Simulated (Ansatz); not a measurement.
**C₃H₉AlSi: a ladder of functionals and wavefunction methods**

An exercise on one series of results from a longer session: the logs are not shown, and one member is left open.

The runs use Ansatz 0.2.0, Gaussian basis; functionals in def2-TZVPP, the program's frozen cores in correlated methods.

Plan: PBE-D4, r2SCAN-D4, PBE0-D4, B3LYP-D4, ωB97X-V, ωB97M-V, B2PLYP; CCSD(T)/def2-TZVPP; MP2/def2-QZVPP; extrapolation to the limit.

## The relaxed structure

An earlier PBE0-D4 in a triple-zeta def2 set relaxation fixed the geometry.

SMILES `C=[CH][AlH][CH2][SiH3]`, 14 atoms, charge 0, spin multiplicity 1.

Atoms are counted from 1 here; the program's logs count them from 0.

Bond lengths: C1–C2 1.336 Å, C1–H6 1.089 Å, C1–H7 1.088 Å, C2–Al3 1.941 Å, C2–H8 1.090 Å, Al3–C4 1.952 Å, Al3–H9 1.589 Å, C4–Si5 1.864 Å, C4–H10 1.096 Å, C4–H11 1.096 Å, Si5–H12 1.492 Å, Si5–H13 1.490 Å, Si5–H14 1.489 Å. Angles: C2–C1–H6 123.0°, C2–C1–H7 122.0°, H6–C1–H7 115.0°, C1–C2–Al3 121.0°, C1–C2–H8 116.4°, Al3–C2–H8 122.6°, C2–Al3–C4 118.8°, C2–Al3–H9 121.2°, C4–Al3–H9 119.9°, Al3–C4–Si5 113.8°, Al3–C4–H10 108.6°, Al3–C4–H11 110.4°, Si5–C4–H10 108.2°, Si5–C4–H11 107.9°, H10–C4–H11 107.7°, C4–Si5–H12 110.6°, C4–Si5–H13 113.0°, C4–Si5–H14 110.2° and more.

Coordinates:

```
atom    x (Å)    y (Å)    z (Å)
  C1  -1.6387   1.6809   0.1906
  C2  -1.6019   0.8026   1.1967
 Al3  -0.1082  -0.4207   1.4011
  C4   1.3866  -0.2984   0.1510
 Si5   1.0598  -1.1130  -1.4938
  H6  -2.4658   2.3724   0.0375
  H7  -0.8378   1.7510  -0.5428
  H8  -2.4554   0.8064   1.8755
  H9  -0.0973  -1.5242   2.5443
 H10   2.2611  -0.7786   0.6039
 H11   1.6424   0.7504  -0.0381
 H12   0.5356  -2.4959  -1.2993
 H13   2.2772  -1.2124  -2.3465
 H14   0.0293  -0.3497  -2.2510
```

The first run:

Contents of in.yaml:

```yaml
crystal:
  periodic: [false, false, false]
  atoms:
    - {symbol: C, position_ang: [-1.638750, 1.680877, 0.190622]}
    - {symbol: C, position_ang: [-1.601870, 0.802582, 1.196744]}
    - {symbol: Al, position_ang: [-0.108250, -0.420729, 1.401065]}
    - {symbol: C, position_ang: [1.386558, -0.298402, 0.151014]}
    - {symbol: Si, position_ang: [1.059842, -1.112979, -1.493844]}
    - {symbol: H, position_ang: [-2.465788, 2.372360, 0.037492]}
    - {symbol: H, position_ang: [-0.837793, 1.751008, -0.542833]}
    - {symbol: H, position_ang: [-2.455388, 0.806392, 1.875480]}
    - {symbol: H, position_ang: [-0.097312, -1.524159, 2.544287]}
    - {symbol: H, position_ang: [2.261052, -0.778600, 0.603916]}
    - {symbol: H, position_ang: [1.642390, 0.750443, -0.038094]}
    - {symbol: H, position_ang: [0.535625, -2.495883, -1.299341]}
    - {symbol: H, position_ang: [2.277209, -1.212402, -2.346530]}
    - {symbol: H, position_ang: [0.029273, -0.349706, -2.250976]}
basis:
  gaussian: {orbitals: def2-TZVPP}
hamiltonian: {xc: pbe, dispersion: d4}
output: {forces: true, orbitals: {seedname: orbitals}}
```

On the command line:

```console
$ ansatz run in.yaml --threads 4 --pin off --events-out ev --progress --plain --max-ram 10444MiB
```

Among the steps run: PBE-D4 (GGA); r2SCAN-D4 (meta-GGA); PBE0-D4 (hybrid); B3LYP-D4 (hybrid); ωB97X-V (range-separated); ωB97M-V (range-separated); B2PLYP (double hybrid); CCSD(T) in def2-TZVPP; MP2 in def2-QZVPP.

One table of the session follows, with a row left open; its other results are not shown here.

| method | atomisation energy (kcal/mol) |
| --- | --- |
| PBE-D4 | 1191.0 |
| r2SCAN-D4 | 1186.2 |
| PBE0-D4 | 1181.8 |
| B3LYP-D4 | 1184.0 |
| ωB97X-V | 1187.2 |
| ωB97M-V | 1186.7 |
| B2PLYP | 1170.6 |
| HF/def2-TZVPP | 901.4 |
| MP2/def2-TZVPP | ? |
| CCSD/def2-TZVPP | 1143.7 |
| CCSD(T)/def2-TZVPP | 1157.5 |
| MP2/CBS | 1190.4 |
| CCSD(T)/CBS | 1184.3 |

Estimate the missing values for MP2/def2-TZVPP.

**Answer.** atomisation energy (kcal/mol): 1163.6. In the column «atomisation energy (kcal/mol)» it lies between CCSD(T)/def2-TZVPP (1157.5) and B2PLYP (1170.6).

Limits of these values: Free atoms (3 C, 1 Al, 1 Si, 9 H) were run apart at each level; the atomisation energy is their sum less the molecule, without zero-point or spin-orbit terms.
